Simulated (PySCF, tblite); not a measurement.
# BH8O5Si3 radical, a cluster model of a defect (Si site with back bonds O[SiH3], O[SiH3], OB(O)O): EPR parameters

Aim: the EPR parameters of `OB(O)O[Si](O[SiH3])O[SiH3]`. It is drawn as: dangling bond.

Programs: tblite 0.8.0 and PySCF 2.14.0. All values are calculated, for the isolated system unless a continuum is named. Atoms count from 0, parts from 1.

## 1. The system as given

17 atoms, charge 0, multiplicity 2; geometry: distance geometry start.

## 2. Relaxing the cluster with GFN2-xTB

Job settings and geometry (Å):

```
{"job": {"kind": "relax", "xc": "GFN2-xTB", "basis": "xTB"}, "charge": 0, "multiplicity": 2}
Si     0.395361     0.417963     1.217727
O      0.186511     0.756511    -0.512774
Si     0.442325    -0.411805    -1.833427
O     -0.967732     0.884626     2.280204
Si    -2.676812     0.782801     1.840597
O      1.164797    -1.138000     1.586625
B      0.725782    -2.457027     1.082907
O     -0.701214    -2.574635     0.684593
O      1.731687    -3.188597     0.214897
H     -0.506588    -0.174273    -2.872635
H      1.758903    -0.239246    -2.316521
H      0.275236    -1.716805    -1.324603
H     -3.123028    -0.543229     1.970703
H     -3.431067     1.623120     2.674061
H     -2.857414     1.185789     0.485708
H     -1.022845    -3.015197    -0.113766
H      2.468837    -2.767017    -0.229315
```

Level: GFN2-xTB geometry optimisation, gas phase.

The run is started by

```bash
$ OMP_NUM_THREADS=1 python cluster_run.py task.json out
```

This one command runs all jobs of the session in turn.

The log of the run:

```text
step      E/eV     max force
  0    -844.97957    4.159
  1    -846.01749    3.201
  2    -847.21585    1.730
  3    -847.45455    1.196
  4    -847.61083    1.158
  5    -847.69188    0.783
  6    -847.84169    0.647
  7    -847.90218    0.631
  8    -848.02265    0.837
  9    -848.09564    0.755
 10    -848.15508    0.437
 11    -848.18680    0.438
 12    -848.21800    0.369
 13    -848.24725    0.418
 14    -848.27119    0.298
 15    -848.28480    0.462
 16    -848.29650    0.285
 17    -848.30921    0.282
 18    -848.32730    0.304
 19    -848.33534    0.257
 20    -848.34243    0.195
 21    -848.34792    0.202
 22    -848.35462    0.214
 23    -848.36102    0.235
 24    -848.36743    0.222
 25    -848.37456    0.302
 26    -848.38403    0.319
 27    -848.39480    0.222
 28    -848.40386    0.208
 29    -848.41044    0.188
 30    -848.41693    0.236
 31    -848.42478    0.300
 32    -848.43408    0.255
 33    -848.44242    0.243
 34    -848.44761    0.126
 35    -848.45015    0.120
 36    -848.45173    0.078
 37    -848.45344    0.090
 38    -848.45564    0.111
 39    -848.45820    0.119
 40    -848.46049    0.114
 41    -848.46162    0.076
 42    -848.46252    0.082
 43    -848.46318    0.077
 44    -848.46443    0.085
 45    -848.46552    0.092
 46    -848.46677    0.087
 47    -848.46757    0.064
 48    -848.46835    0.063
 49    -848.46919    0.062
 50    -848.47018    0.070
 51    -848.47109    0.086
 52    -848.47202    0.086
 53    -848.47311    0.099
 54    -848.47466    0.099
 55    -848.47640    0.118
 56    -848.47809    0.093
 57    -848.47917    0.071
 58    -848.48010    0.078
 59    -848.48087    0.071
 60    -848.48239    0.089
 61    -848.48363    0.091
 62    -848.48509    0.085
 63    -848.48628    0.073
 64    -848.48718    0.065
 65    -848.48783    0.071
 66    -848.48871    0.080
 67    -848.49009    0.088
 68    -848.49163    0.109
 69    -848.49285    0.086
 70    -848.49365    0.079
 71    -848.49424    0.061
 72    -848.49494    0.077
 73    -848.49608    0.088
 74    -848.49834    0.159
 75    -848.50038    0.164
 76    -848.50269    0.120
 77    -848.50439    0.114
 78    -848.50583    0.102
 79    -848.50688    0.093
 80    -848.50758    0.094
 81    -848.50829    0.098
 82    -848.50930    0.110
 83    -848.51094    0.119
 84    -848.51286    0.105
 85    -848.51426    0.093
 86    -848.51519    0.080
 87    -848.51596    0.071
 88    -848.51672    0.079
 89    -848.51752    0.075
 90    -848.51832    0.071
 91    -848.51917    0.078
 92    -848.51987    0.052
 93    -848.52029    0.046
 94    -848.52058    0.046
 95    -848.52096    0.066
 96    -848.52157    0.094
 97    -848.52250    0.092
 98    -848.52364    0.086
 99    -848.52488    0.082
100    -848.52594    0.095
101    -848.52688    0.089
102    -848.52750    0.060
103    -848.52806    0.041
104    -848.52840    0.056
105    -848.52891    0.060
106    -848.52921    0.038
107    -848.52945    0.041
108    -848.52975    0.054
109    -848.53031    0.076
110    -848.53107    0.082
111    -848.53168    0.079
112    -848.53210    0.064
113    -848.53246    0.046
114    -848.53297    0.073
115    -848.53363    0.093
116    -848.53475    0.089
117    -848.53600    0.096
118    -848.53707    0.077
119    -848.53797    0.077
120    -848.53887    0.103
121    -848.53954    0.095
122    -848.54019    0.077
123    -848.54083    0.061
124    -848.54173    0.086
125    -848.54237    0.094
126    -848.54309    0.077
127    -848.54346    0.046
128    -848.54368    0.042
129    -848.54384    0.036
130    -848.54398    0.029
131    -848.54410    0.023
132    -848.54418    0.026
133    -848.54425    0.028
134    -848.54431    0.025
135    -848.54437    0.014
136    -848.54443    0.021
137    -848.54449    0.025
138    -848.54456    0.024
139    -848.54461    0.020
140    -848.54466    0.015
141    -848.54471    0.026
142    -848.54479    0.038
143    -848.54490    0.043
144    -848.54505    0.033
145    -848.54521    0.028
146    -848.54536    0.027
147    -848.54551    0.033
148    -848.54572    0.039
149    -848.54599    0.036
150    -848.54631    0.043
151    -848.54665    0.041
152    -848.54698    0.060
153    -848.54732    0.063
154    -848.54759    0.053
155    -848.54792    0.033
156    -848.54813    0.031
157    -848.54827    0.029
158    -848.54839    0.025
159    -848.54853    0.026
160    -848.54866    0.031
161    -848.54881    0.044
162    -848.54897    0.027
163    -848.54912    0.029
164    -848.54920    0.024
165    -848.54925    0.017
166    -848.54930    0.016
167    -848.54935    0.019
168    -848.54942    0.032
169    -848.54951    0.037
170    -848.54964    0.030
171    -848.54977    0.032
172    -848.54989    0.027
173    -848.55003    0.038
174    -848.55018    0.051
175    -848.55034    0.046
176    -848.55050    0.033
177    -848.55065    0.018
178    -848.55072    0.021
179    -848.55083    0.027
180    -848.55091    0.033
181    -848.55099    0.022
182    -848.55105    0.018
183    -848.55109    0.014
184    -848.55113    0.016
185    -848.55116    0.020
186    -848.55119    0.014
187    -848.55121    0.010
188    -848.55123    0.012
189    -848.55125    0.015
190    -848.55127    0.016
191    -848.55131    0.015
192    -848.55135    0.019
193    -848.55141    0.022
194    -848.55147    0.027
195    -848.55153    0.028
196    -848.55159    0.026
197    -848.55167    0.025
198    -848.55175    0.024
199    -848.55186    0.026
200    -848.55203    0.034
201    -848.55203    0.034
202    -848.55429    0.071
203    -848.55533    0.121
204    -848.55718    0.111
205    -848.55973    0.080
206    -848.56189    0.138
207    -848.56330    0.174
208    -848.56501    0.123
209    -848.56670    0.068
210    -848.56678    0.157
211    -848.56761    0.150
212    -848.56846    0.080
213    -848.56937    0.056
214    -848.56961    0.078
215    -848.57007    0.030
216    -848.57021    0.103
217    -848.57052    0.044
218    -848.57046    0.053
219    -848.57069    0.020
220    -848.57058    0.049
221    -848.57072    0.017
222    -848.57071    0.023
223    -848.57074    0.005
```

It took 20 s on 1 thread of AMD EPYC 7R43, shared host.

Along the way:

```csv
step,energy from step 0 (eV),largest force (eV/Å)
0,0.0000,4.1584
9,-3.1161,0.7543
18,-3.3477,0.3034
27,-3.4152,0.2216
36,-3.4722,0.0784
45,-3.4860,0.0924
54,-3.4951,0.0999
63,-3.5067,0.0734
72,-3.5154,0.0769
81,-3.5287,0.0980
90,-3.5388,0.0704
99,-3.5453,0.0822
108,-3.5502,0.0537
117,-3.5564,0.0964
126,-3.5635,0.0771
135,-3.5648,0.0141
144,-3.5655,0.0327
153,-3.5678,0.0624
162,-3.5694,0.0278
171,-3.5702,0.0317
180,-3.5713,0.0326
189,-3.5717,0.0150
198,-3.5722,0.0242
207,-3.5837,0.1742
216,-3.5906,0.1027
223,-3.5912,0.0054
```

Distances of close pairs at the start and the end, largest changes first:

```csv
bond,before (Å),after (Å),change (Å)
Si0–O3,1.790,1.614,-0.177
Si0–O1,1.776,1.615,-0.160
B6–O8,1.517,1.360,-0.157
O1–Si2,1.782,1.630,-0.152
Si0–O5,1.775,1.630,-0.145
O3–Si4,1.768,1.633,-0.135
O5–B6,1.479,1.350,-0.129
B6–O7,1.486,1.359,-0.127
```

## 3. Optimising the geometry at PBE0-D3(BJ)/def2-SVP

Job settings and geometry (Å):

```
{"job": {"xc": "PBE0", "basis": "def2-SVP", "d3": "d3bj", "grid": 2, "kind": "geom", "shake": 0.01}, "charge": 0, "multiplicity": 2}
Si     1.195736     0.972701     0.771668
O      1.294710     1.409055    -0.790715
Si     0.516539     1.342779    -2.235686
O     -0.270793     1.329241     1.317955
Si    -1.855319     0.821987     1.170657
O      1.552645    -0.569487     0.961411
B      0.867687    -1.695405     0.678822
O     -0.347584    -1.606288     0.083220
O      1.359240    -2.914694     0.999389
H     -0.572266     2.300285    -2.187560
H      1.599994     1.738488    -3.129242
H      0.057663    -0.007977    -2.490444
H     -2.071894    -0.322710     2.039350
H     -2.569303     2.010391     1.698145
H     -2.205815     0.534813    -0.208270
H     -0.786695    -2.444380    -0.048200
H      2.225941    -2.898999     1.389587
```

The log of the run:

```text
step   0  E = -1273.19298238  max force = 0.049854
step   1  E = -1273.20702281  max force = 0.006470
step   2  E = -1273.20732937  max force = 0.004588
step   3  E = -1273.20749879  max force = 0.002850
step   4  E = -1273.20763493  max force = 0.002369
step   5  E = -1273.20773698  max force = 0.001643
step   6  E = -1273.20784108  max force = 0.001423
step   7  E = -1273.20812622  max force = 0.003940
step   8  E = -1273.20823895  max force = 0.004321
step   9  E = -1273.20847934  max force = 0.002989
step  10  E = -1273.20860248  max force = 0.001117
step  11  E = -1273.20864905  max force = 0.001057
step  12  E = -1273.20867687  max force = 0.001042
step  13  E = -1273.20869191  max force = 0.000574
step  14  E = -1273.20869949  max force = 0.000735
step  15  E = -1273.20870756  max force = 0.000622
step  16  E = -1273.20872004  max force = 0.000808
step  17  E = -1273.20873053  max force = 0.000759
step  18  E = -1273.20873580  max force = 0.000413
optimisation converged
```

It took 13 min on 1 thread of AMD EPYC 7R43, shared host; peak memory 1.1 GiB.

The steps of the relaxation:

```csv
step,energy from step 0 (eV),largest force component (eV/Å)
0,0.0000,2.5636
1,-0.3821,0.3327
2,-0.3904,0.2359
3,-0.3950,0.1466
4,-0.3987,0.1218
5,-0.4015,0.0845
6,-0.4043,0.0732
7,-0.4121,0.2026
8,-0.4152,0.2222
9,-0.4217,0.1537
10,-0.4250,0.0574
11,-0.4263,0.0544
12,-0.4271,0.0536
13,-0.4275,0.0295
14,-0.4277,0.0378
15,-0.4279,0.0320
16,-0.4282,0.0415
17,-0.4285,0.0390
18,-0.4287,0.0212
```

Distances of close pairs at the start and the end, largest changes first:

```csv
bond,before (Å),after (Å),change (Å)
Si0–O5,1.594,1.680,+0.086
Si2–H11,1.449,1.493,+0.044
Si2–H9,1.451,1.491,+0.040
Si4–H14,1.451,1.492,+0.040
Si0–O3,1.605,1.645,+0.039
Si4–H12,1.453,1.492,+0.039
Si2–H10,1.459,1.491,+0.032
O1–Si2,1.643,1.665,+0.023
```

The end geometry stands in the next job.

```csv
at the end point,value
"rotational constants (GHz, main isotopes)","0.932, 0.915, 0.640"
dipole moment (D),1.89
⟨S²⟩,0.751
```

## 4. EPR parameters: B3LYP/IGLO-III+pcH-1

Job settings and geometry (Å):

```
{"job": {"kind": "epr"}, "charge": 0, "multiplicity": 2}
Si     1.175290     1.080390     0.889437
O      1.206500     1.450495    -0.712074
Si     0.708489     1.048370    -2.249500
O     -0.319819     1.352553     1.517978
Si    -1.936604     0.956078     1.444963
O      1.571115    -0.539818     1.089721
B      0.857928    -1.576578     0.556578
O     -0.245908    -1.284143    -0.200963
O      1.215389    -2.872037     0.758046
H     -0.778986     0.978719    -2.328272
H      1.200415     2.113288    -3.169335
H      1.298019    -0.258329    -2.665567
H     -2.168982    -0.399611     2.023453
H     -2.677635     1.961340     2.258927
H     -2.433296     0.998619     0.039207
H     -0.687489    -2.070889    -0.535692
H      2.005831    -2.938856     1.303094
```

Level: UKS B3LYP, IGLO-III on B O Si, pcH-1 on H, non-relativistic, mean-field spin-orbit, GIAO.

The log of the run:

```text
UKS, coarse grid
  cycle   1  E = -1274.43746607  |g| = 1.16e+00
  cycle   2  E = -1273.59001649  |g| = 1.90e+00
  cycle   3  E = -1274.86976431  |g| = 1.63e-01
  cycle   4  E = -1274.87610902  |g| = 1.06e-01
  cycle   5  E = -1274.87972493  |g| = 1.54e-02
  cycle   6  E = -1274.87978844  |g| = 6.63e-03
  cycle   7  E = -1274.87980242  |g| = 2.04e-03
  cycle   8  E = -1274.87980400  |g| = 3.89e-04
UKS, final grid
  cycle   1  E = -1274.87983303  |g| = 4.14e-04
  cycle   2  E = -1274.87983297  |g| = 6.08e-04
  cycle   3  E = -1274.87983309  |g| = 8.97e-05
  cycle   4  E = -1274.87983309  |g| = 1.31e-05
E = -1274.87983309 Eh   <S^2> = 0.7509 (exact 0.7500)
g shifts (ppm)      1          2          3
  rmc          -205       -205       -205
  gc            125         96         40
  oz_so       -1663      -1529       -204
  total       -1743      -1638       -369
hyperfine (MHz)  atom isotope    a_iso     a_fc   dipolar eigenvalues
    0  29Si   -1324.84   -1325.96   -119.20     59.58     59.63
    1   17O    -109.22    -109.21    -15.25      7.09      8.16
    2  29Si     -23.83     -23.87     -7.00      3.45      3.55
    3   17O    -110.75    -110.74    -15.08      7.00      8.08
    4  29Si     -24.43     -24.47     -7.15      3.55      3.60
    5   17O    -100.84    -100.82    -15.15      7.30      7.86
    6   11B      17.63      17.63     -1.87     -1.64      3.51
    7   17O      -1.03      -1.03     -0.48      0.15      0.33
    8   17O      -0.27      -0.27     -1.38      0.59      0.79
    9    1H       3.14       3.14     -1.20     -0.72      1.92
   10    1H       0.25       0.25     -1.12     -0.81      1.93
   11    1H       1.22       1.22     -1.20     -0.79      1.99
   12    1H       1.98       1.98     -1.18     -0.76      1.94
   13    1H       0.36       0.36     -1.12     -0.81      1.92
   14    1H       2.23       2.23     -1.23     -0.74      1.96
   15    1H       0.75       0.75     -0.80     -0.69      1.49
   16    1H       0.37       0.38     -1.27     -0.70      1.98
```

Wall time 4.2 min (1 thread of AMD EPYC 7R43, shared host); peak memory 1.7 GiB.

Principal g values 2.00058, 2.00068, 2.00195; g(iso) = 2.00107, against 2.00232 for a free electron.

Hyperfine couplings, nucleus by nucleus at this fixed geometry (no averaging over rotations):

```csv
nuclei,isotope,a(iso) (MHz),"a(iso) (G, at g = 2.0023)",largest dipolar term (MHz)
Si0,29Si,-1324.8,-472.7,-119.2
O3,17O,-110.7,-39.5,-15.1
O1,17O,-109.2,-39.0,-15.2
O5,17O,-100.8,-36.0,-15.2
Si4,29Si,-24.4,-8.7,-7.2
Si2,29Si,-23.8,-8.5,-7.0
B6,11B,17.6,6.3,3.5
H9,1H,3.1,1.1,1.9
H14,1H,2.2,0.8,2.0
H12,1H,2.0,0.7,1.9
H11,1H,1.2,0.4,2.0
O7,17O,-1.0,-0.4,-0.5
H15,1H,0.7,0.3,1.5
H16,1H,0.4,0.1,2.0
```

Mulliken spin populations:

Si0 0.91; O1 0.01; Si2 0.02; O3 0.01; Si4 0.02; O5 0.00; B6 0.01; O7 0.00; O8 0.00; H9 0.00; H10 0.00; H11 0.00; H12 0.00; H13 0.00; H14 0.00; H15 0.00; H16 0.00

In first order the couplings over 0.8 MHz of 11B, 1H give 64 distinct lines over 21.9 G.

## 5. g tensor and hyperfine couplings: BHandHLYP/IGLO-III+pcH-1

Settings changed since step 4:

```diff
@@ -1,2 +1,2 @@
-{"job": {"kind": "epr"}, "charge": 0, "multiplicity": 2}
+{"job": {"kind": "epr", "xc": "BHandHLYP"}, "charge": 0, "multiplicity": 2}
 Si     1.175290     1.080390     0.889437
```

Method: UKS BHandHLYP, IGLO-III on B O Si, pcH-1 on H, non-relativistic, mean-field spin-orbit, GIAO.

The log of the run:

```text
UKS, coarse grid
  cycle   1  E = -1274.30648449  |g| = 9.50e-01
  cycle   2  E = -1274.23144066  |g| = 1.09e+00
  cycle   3  E = -1274.61948098  |g| = 7.67e-02
  cycle   4  E = -1274.62120855  |g| = 4.83e-02
  cycle   5  E = -1274.62203267  |g| = 8.25e-03
  cycle   6  E = -1274.62206611  |g| = 2.54e-03
  cycle   7  E = -1274.62206922  |g| = 1.49e-03
  cycle   8  E = -1274.62206996  |g| = 3.29e-04
UKS, final grid
  cycle   1  E = -1274.62208838  |g| = 2.93e-04
  cycle   2  E = -1274.62208838  |g| = 3.43e-04
  cycle   3  E = -1274.62208842  |g| = 3.36e-05
  cycle   4  E = -1274.62208842  |g| = 2.11e-05
E = -1274.62208842 Eh   <S^2> = 0.7512 (exact 0.7500)
g shifts (ppm)      1          2          3
  rmc          -206       -206       -206
  gc            127        101         39
  oz_so       -1735      -1614       -189
  total       -1814      -1719       -356
hyperfine (MHz)  atom isotope    a_iso     a_fc   dipolar eigenvalues
    0  29Si   -1341.09   -1342.21   -124.96     62.43     62.53
    1   17O    -106.58    -106.58    -14.90      6.97      7.94
    2  29Si     -20.66     -20.70     -6.31      3.10      3.21
    3   17O    -107.88    -107.87    -14.73      6.88      7.85
    4  29Si     -21.19     -21.23     -6.44      3.19      3.25
    5   17O    -101.01    -101.00    -14.44      7.01      7.44
    6   11B      16.98      16.98     -1.82     -1.58      3.41
    7   17O      -0.42      -0.42     -0.47      0.15      0.32
    8   17O      -0.31      -0.31     -1.18      0.50      0.68
    9    1H       2.77       2.77     -1.14     -0.76      1.90
   10    1H       0.25       0.25     -1.08     -0.84      1.92
   11    1H       1.10       1.10     -1.15     -0.82      1.97
   12    1H       1.76       1.76     -1.13     -0.79      1.93
   13    1H       0.36       0.36     -1.08     -0.83      1.91
   14    1H       2.00       2.00     -1.17     -0.77      1.94
   15    1H       0.49       0.49     -0.79     -0.69      1.48
   16    1H       0.31       0.31     -1.22     -0.74      1.97
```

Run time: 4.6 min. Hardware: 1 thread of AMD EPYC 7R43, shared host; peak memory 1.7 GiB.

In short: g(iso) 2.00102.

## 6. Side by side: EPR parameters

g, ⟨S²⟩ and isotropic hyperfine couplings (MHz), with basis size and wall time:

```csv
run,g(iso),⟨S²⟩,29Si Si0,17O O3,17O O1,17O O5,29Si Si4,functions,time
B3LYP/IGLO-III+pcH-1,2.00107,0.751,-1324.8,-110.7,-109.2,-100.8,-24.4,422,4.2 min
BHandHLYP/IGLO-III+pcH-1,2.00102,0.751,-1341.1,-107.9,-106.6,-101.0,-21.2,422,4.6 min
```

## 7. Summary of results

```
                            quantity                     value
rotational constants (main isotopes)      0.93, 0.92, 0.64 GHz
                      g(iso) (B3LYP)                   2.00107
                                ⟨S²⟩        0.751 (exact 0.75)
                      largest a(iso)  29Si on Si0, -1324.8 MHz
```

In words: Over 18 steps the energy fell by 0.429 eV; of the close pairs, Si0–O5 changed most, 1.594 to 1.680 Å (PBE0/def2-SVP). Si0 carries the largest spin population, 0.91 e. The isotropic g lies 1.2 ppt below the free-electron value. The coupling of 29Si on Si0 runs from -1341.1 (BHandHLYP/IGLO-III+pcH-1) to -1324.8 MHz (B3LYP/IGLO-III+pcH-1). A capped cluster stands for the solid here, so long-range fields and strain are missing, and bands or shifts of the capping hydrogens have no counterpart in it.
